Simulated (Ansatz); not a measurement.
# SF2 (sulfur difluoride): r2SCAN/def2-TZVP

Aim: the electronic atomisation energy of SF2 (sulfur difluoride) at r2SCAN/def2-TZVP, from 3 runs. 

The calculation is run with Ansatz 0.2.0.

42 further runs of the same task are left out: 42 set aside as unsound or not needed.

## Step 1: Starting point

SF2 has 3 atoms, charge 0, and is taken as a singlet. As SMILES, `FSF`. Geometry: relaxed at PBE0-D4/def2-TZVP.

Bond lengths: F1–S2 1.590 Å, S2–F3 1.590 Å. Angles: F1–S2–F3 98.6°.

## Step 2: A single-point energy at r2SCAN/def2-TZVP

File molecule.yaml:

```yaml
crystal:
  periodic: [false, false, false]
  atoms:
    - {symbol: F, position_ang: [0.440140, 1.116450, 0.365400]}
    - {symbol: S, position_ang: [-0.601990, 0.126530, -0.315250]}
    - {symbol: F, position_ang: [0.161840, -1.242970, -0.050150]}
basis:
  gaussian: {orbitals: def2-TZVP}
output: {orbitals: {seedname: orbitals}}
hamiltonian: {xc: {name: r2SCAN}}
accuracy: high
```

The run is started by

```console
$ ansatz run molecule.yaml --threads 1 --pin off --max-ram 3480MiB --events-out events.jsonl --progress --plain --runs-dir runs
```

Output:

```text
Warning: RAYON_NUM_THREADS=1 ignored (pool sized by the plan → 1); use --threads N
Functional definition: r2SCAN
  name "r2SCAN"
  parameter k0 = 0.174
  parameter k1 = 0.065
  parameter a1 = 4.9479
  exchange = r2scan_x(k0 = k0, k1 = k1, a1 = a1)
  correlation = r2scan_c
1532 factors; integrals over basis functions are off by at most 3.3e-9 eV
mean field evaluation 1: about -16265.7944 eV, gradient 3.6e1 eV
mean field evaluation 2: about -16259.5213 eV, gradient 7.4e1 eV
mean field evaluation 4: about -16267.5055 eV, gradient 1.1e0 eV
mean field evaluation 8: about -16267.4995 eV, gradient 1.4e-2 eV
mean field evaluation 16: about -16267.4995 eV, gradient 1.5e-6 eV
mean field -16267.49945302 eV, -597.8195783912 hartree, gradient 1.5e-8 eV, S^2 0.000000; 0 other end points of the search recorded, 0 dependent functions left out
reference -16267.49945342 eV, -597.8195784060 hartree; 17, 17 occupied and 82, 82 virtual orbitals, 1532 factors
Total energy: -16267.49945342 eV, -597.8195784060 hartree
```

Wall time 7.5 s (1 thread of Arm Neoverse V1, shared host); peak memory 0.21 GiB.

## Step 3: The F atom

File in.yaml:

```yaml
crystal:
  periodic: [false, false, false]
  atoms:
    - symbol: F
      position_ang: [0.000000, 0.000000, 0.000000]
basis:
  gaussian:
    orbitals: def2-TZVP
hamiltonian:
  xc: {name: r2SCAN}
magnetization:
  spin_polarized: true
  initial_magnetization: 1
accuracy: high
```

Run the same way, it converges to -99.72763 Eh (log not shown).

## Step 4: The S atom

File molecule.yaml:

```yaml
crystal:
  periodic: [false, false, false]
  atoms:
    - {symbol: S, position_ang: [0.000000, 0.000000, 0.000000]}
basis:
  gaussian: {orbitals: def2-TZVP}
magnetization: {spin_polarized: true, initial_magnetization: 2}
hamiltonian: {xc: {name: r2SCAN}}
accuracy: high
```

Run the same way, it converges to -398.08366 Eh (log not shown).

## Step 5: Outcome

At r2SCAN/def2-TZVP:

| quantity | value |
| --- | --- |
| molecule: total energy | -597.81958 Eh |
| molecule: HOMO energy | -5.96 eV |
| molecule: LUMO energy | -2.54 eV |
| molecule: HOMO–LUMO gap | 3.42 eV |
| F atom: total energy | -99.72763 Eh |
| F atom: ⟨S²⟩ | 0.752 |
| S atom: total energy | -398.08366 Eh |
| S atom: ⟨S²⟩ | 2.007 |
| electronic atomisation energy | 7.637 eV |

In words: Taking the molecule apart into free atoms costs 7.64 eV (176 kcal/mol), before zero-point energy and without spin-orbit coupling.
